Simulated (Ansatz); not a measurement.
# Zn: the cost of one run

Program: Ansatz 0.2.0. Level of theory: DFT LDA, scalar-relativistic, plane waves, PAW. These are calculated values, not measurements.

This is Zn in the bcc structure; at room conditions it is hcp.

### 1 The starting structure

The structure is cubic, space group Im-3m (No. 229). The conventional cell has a = 3.138 Å, b = 3.138 Å, c = 3.138 Å, α = 90.00°, β = 90.00°, γ = 90.00°. Around Zn (site symmetry m-3m) lie 8 Zn at 2.72 Å.

Structure file:

```xyz
1
Lattice="-1.5690 1.5690 1.5690 1.5690 -1.5690 1.5690 1.5690 1.5690 -1.5690" Properties=species:S:1:pos:R:3 pbc="T T T"
Zn    0.0000    0.0000    0.0000
```

The structure comes from the Materials Project (structure only).

### 2 The base run

Input file input.yaml:

```yaml
crystal:
  lattice:
    - [-1.569037, 1.569037, 1.569037]
    - [1.569037, -1.569037, 1.569037]
    - [1.569037, 1.569037, -1.569037]
  atoms:
    - { symbol: Zn, position: [0.0, 0.0, 0.0] }
basis:
  ecutwfc: 420
  fft_grid_basis: typed
kpoints:
  mp_grid: { grid: [16, 16, 16] }
hamiltonian:
  xc: lda
  pseudopotentials: { kind: paw }
scf:
  occupations: { method: gaussian, width: 0.05 }
output:
  forces: true
  stress: true
  eigenvalues: true
  bader: true
  write_density: true
  volumetric_format: npy
  elf: true
```

Started as:

```bash
> ansatz run input.yaml --threads 1 --pin off --max-ram 2560MiB --backend cpu --events-out ev --progress --plain --runs-dir out
```

**Question.** How long does this run take on 1 thread of Arm Neoverse V1, shared host, and how much memory does it need?

About 10 s, with a peak of 0.29 GiB.
